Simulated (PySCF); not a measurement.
# BGe2H8N: the cost of one run

The runs use PySCF 2.14.0, with density-fitted response routines of our own; the level of theory stands in each step. All values are computed, except where a source is named. Atoms count from 0, in the outputs and in this text.

**1. The molecule as given**

12 atoms, charge 0, multiplicity 1; geometry from: PBE0-D3(BJ)/def2-SVP.

Bonds of the start (Å): B0–N1 1.40, N1–Ge2 1.87, N1–Ge3 1.87, B0–H4 1.22, B0–H5 1.21, Ge2–H6 1.54, Ge2–H7 1.54, Ge2–H8 1.53, Ge3–H9 1.54, Ge3–H10 1.54, Ge3–H11 1.54.

**2. Core-electron binding energies: SCAN, X2C**

Job settings and geometry (Å):

```
{"job": {"kind": "xps"}, "charge": 0, "multiplicity": 1}
B     -0.657308     1.715078    -0.688029
N     -0.385119     0.397511    -0.290592
Ge    -1.741671    -0.849146     0.000349
Ge     1.395897    -0.111959    -0.050274
H      0.261180     2.492328    -0.867770
H     -1.801155     2.084572    -0.853799
H     -1.633319    -1.367214     1.447253
H     -1.544985    -2.028611    -0.971067
H     -3.080854    -0.143093    -0.240398
H      2.152007     0.044008    -1.378333
H      2.030175     0.761234     1.042790
H      1.379297    -1.589674     0.385686
```

Level: delta-SCF UKS SCAN, pcX-2 on the ionised atom, pcseg-1 elsewhere, spin-free X2C.

Command:

```sh
$ OMP_NUM_THREADS=1 python probes_run.py task.json out
```

The driver reads the jobs from task.json and runs them one after another.

Q: Estimate the wall time and peak memory of this first job on 1 thread of Arm Neoverse N1, shared host.

About 21 s, with a peak of 0.47 GiB.
